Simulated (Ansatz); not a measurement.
I need an active-space calculation of CH₅Ge (charge -1), SMILES [CH3][GeH2-]. Use Ansatz's Python interface. Level of theory (for the species named): Hartree-Fock, def2-SVP basis, multiplicity 1.

```yaml
atoms:
  - { symbol: C, position_ang: [-0.8390, -0.1170, -0.0402] }
  - { symbol: Ge, position_ang: [1.0589, 0.0638, -0.4233] }
  - { symbol: H, position_ang: [-1.4077, 0.6321, -0.6285] }
  - { symbol: H, position_ang: [-1.1760, -1.1374, -0.3155] }
  - { symbol: H, position_ang: [-1.0149, 0.0515, 1.0420] }
  - { symbol: H, position_ang: [1.5274, 1.4895, -0.0359] }
  - { symbol: H, position_ang: [1.8511, -0.9825, 0.4014] }
```

`cas_ch5ge.py`:
```python
'''Static correlation in CH5Ge(-): natural occupations of an active space.'''

import ansatz as az

BASIS = 'def2-SVP'
NET_CHARGE = -1

mol = (
    az.Crystal.molecule()
    .atom('C', (-0.839, -0.117, -0.0402))
    .atom('Ge', (1.0589, 0.0638, -0.4233))
    .atom('H', (-1.4077, 0.6321, -0.6285))
    .atom('H', (-1.176, -1.1374, -0.3155))
    .atom('H', (-1.0149, 0.0515, 1.042))
    .atom('H', (1.5274, 1.4895, -0.0359))
    .atom('H', (1.8511, -0.9825, 0.4014))
)

calc = (
    mol.calculation()
    .basis(gaussian=BASIS)
    .charge(NET_CHARGE)
    .correlation(active_electrons=4, active_orbitals=4)
)
for method in [None, 'sc_nevpt2']:
    report = (calc if method is None else calc.correlation(method)).run(threads=1, pin='off').report
    space = report['configurations']
    state = space['states'][0]
    print(method or 'casscf', f'total {report["free_energy_ev"] / 27.211386246:.6f} Ha, active-space state {state["energy"]["hartree"]:.6f} Ha, mean field {report["reference_energy_ev"] / 27.211386246:.6f} Ha')
    print('  determinants', state['n_determinants'], ' natural occupations', [round(n, 3) for n in space['natural_occupations']])
```

`python cas_ch5ge.py` gives:
```text
casscf total -2115.827698 Ha, active-space state -2115.827698 Ha, mean field -2115.793116 Ha
  determinants 36  natural occupations [1.982, 1.979, 0.02, 0.019]
sc_nevpt2 total -2116.183775 Ha, active-space state -2115.827696 Ha, mean field -2115.793116 Ha
  determinants 36  natural occupations [1.982, 1.979, 0.02, 0.019]
```

Total energies depend on the basis set; only differences at equal settings carry meaning. The geometry is a force-field or estimated start, not a minimum of this method, and the basis set is short of its limit. The active space starts as a window about the frontier orbitals and is then optimised, not chosen by chemistry. Anions want diffuse functions, which this basis lacks. It ran for 12 s on 1 thread of AMD EPYC 7B13 (Zen 3) (shared host), peak memory 0.22 GiB.

(Lines on the test bed's own set-up are left out of the output.)
